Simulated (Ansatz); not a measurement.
# SiC2: the cost of one run

Method: DFT PBE, scalar-relativistic, plane waves, PAW, in Ansatz 0.2.0.

## Step 1: The system as given

The structure is orthorhombic, space group Fmmm (No. 69). Conventional cell: a = 4.930 Å, b = 7.759 Å, c = 8.538 Å, α = 90.00°, β = 90.00°, γ = 90.00°. Si (site symmetry 2mm) is surrounded by 2 C at 1.64 Å and 1 Si at 1.64 Å. C (site symmetry m) is surrounded by 2 C at 1.64 Å and 1 Si at 1.64 Å.

Coordinates:

```xyz
6
Lattice="0.0000 3.8797 4.2691 2.4648 0.0000 4.2691 2.4648 3.8797 0.0000" Properties=species:S:1:pos:R:3 pbc="T T T"
Si    3.2864    3.8797    4.2691
Si    1.6432    3.8797    4.2691
C     0.8216    3.8797    2.8461
C     0.8216    3.8797    5.6921
C     4.1080    3.8797    2.8461
C     4.1080    3.8797    5.6921
```

The start is an ordering of an alloy on its end members' structure types: elements ordered on the sites of the C type, Si/C on C (Fmmm, No. 69).

## Step 2: A first look at the guess

The input, input.yaml:

```yaml
crystal:
  lattice:
    - [0.0, 3.87972321, 4.26908621]
    - [2.4648063, 0.0, 4.26908621]
    - [2.4648063, 3.87972321, 0.0]
  atoms:
    - { symbol: Si, position: [0.33332999, 0.66667001, 0.66667001] }
    - { symbol: Si, position: [0.66667001, 0.33332999, 0.33332999] }
    - { symbol: C, position: [0.66666332, 3.34e-06, 0.33333668] }
    - { symbol: C, position: [0.99999666, 0.33333668, 3.34e-06] }
    - { symbol: C, position: [3.34e-06, 0.66666332, 0.99999666] }
    - { symbol: C, position: [0.33333668, 0.99999666, 0.66666332] }
basis:
  ecutwfc: 420
kpoints:
  mp_grid: { grid: [4, 4, 4] }
hamiltonian:
  xc: pbe
scf:
  occupations: { method: gaussian, width: 0.1 }
  lower_state_search: "off"
output:
  forces: true
  stress: true
  eigenvalues: true
```

On the command line:

```sh
> ansatz run input.yaml --threads 1 --pin off --max-ram 2560MiB --backend cpu --events-out ev --progress --plain --runs-dir out
```

Q: Estimate wall time and peak memory on 1 thread of Intel Xeon 6975P-C (Granite Rapids), shared host.

About 1.1 s, with a peak of 0.36 GiB.
